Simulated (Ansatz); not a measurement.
Runs of Ansatz 0.2.0 on HfMoC2. It takes space group P4/mmm (No. 123, tetragonal). Conventional cell: a = 3.191 Å, b = 3.191 Å, c = 4.485 Å, α = 90.00°, β = 90.00°, γ = 90.00°. Around Hf (site symmetry 4/mmm) lie 6 C at 2.24 to 2.26 Å. Mo (site symmetry 4/mmm) is surrounded by 6 C at 2.24 to 2.26 Å. C (site symmetry 4/mmm) is surrounded by 2 Mo at 2.24 Å and 4 Hf at 2.26 Å. Around C (site symmetry 4/mmm) lie 2 Hf at 2.24 Å and 4 Mo at 2.26 Å. The cell comes from a database or a generator and needn't be the stable form of this composition.

| task | level | potentials or basis | U | k mesh | cutoff (eV) | smearing | basis error allowed | mesh quality | gap on the mesh (eV) | pressure (GPa) |
| --- | --- | --- | --- | --- | --- | --- | --- | --- | --- | --- |
| density of states | PBEsol+U | all-electron LAPW, scalar-relativistic | Hf d U = 4 eV, Mo d U = 4 eV | 8 × 8 × 6 | 301 | fermi-dirac 0.05 eV | 0.002 eV/atom | not flagged | none | -4.6 |
| density of states | PBEsol | all-electron PAW datasets made for the crystal | - | 8 × 8 × 6 | 420 | fermi-dirac 0.05 eV | - | not flagged | none | -8.9 |
| single point | PBEsol | all-electron LAPW, scalar-relativistic | - | 8 × 8 × 6 | 328 | fermi-dirac 0.05 eV | 0.001 eV/atom | not flagged | none | -8.9 |
| phonons | PBEsol | all-electron LAPW, scalar-relativistic | - | 8 × 8 × 6 | 323 | fermi-dirac 0.05 eV | 0.002 eV/atom | not flagged | none | - |
| density of states | PBEsol | all-electron LAPW, scalar-relativistic | - | 8 × 8 × 6 | 301 | fermi-dirac 0.05 eV | 0.002 eV/atom | not flagged | none | -8.9 |
| density of states | PBEsol+U | all-electron LAPW, scalar-relativistic | Hf d U = 2 eV, Mo d U = 2 eV | 8 × 8 × 6 | 301 | fermi-dirac 0.05 eV | 0.002 eV/atom | not flagged | none | (a) |
| single point | PBEsol | all-electron LAPW, scalar-relativistic | - | 5 × 5 × 4 | 301 | fermi-dirac 0.03 eV | 0.002 eV/atom | coarse | none | -8.6 |

Alike in all rows: no spin polarisation; cell as given.

Q: Estimate the missing entries.

A: (a) -7.0.

Caveats: some runs use coarse meshes; U is the effective U less J, on atomic orbitals that reach past the spheres (some runs); U without spin polarisation on a metal has little footing (some runs); the U is typed as a test and isn't derived for this compound (some runs); the program warned that the printed levels may be off, so bands, gaps and densities of states are rough (some runs); a metal's response needs a denser mesh (some runs); the k mesh is thin for a metal, which can move the energy by tens of meV per atom (some runs).

A k mesh can miss the band edges, and the runs leave out spin-orbit coupling on Hf, Mo.

A gap of «none» marks a metal or a gap under the smearing width.

Not every run made on this cell is shown here.
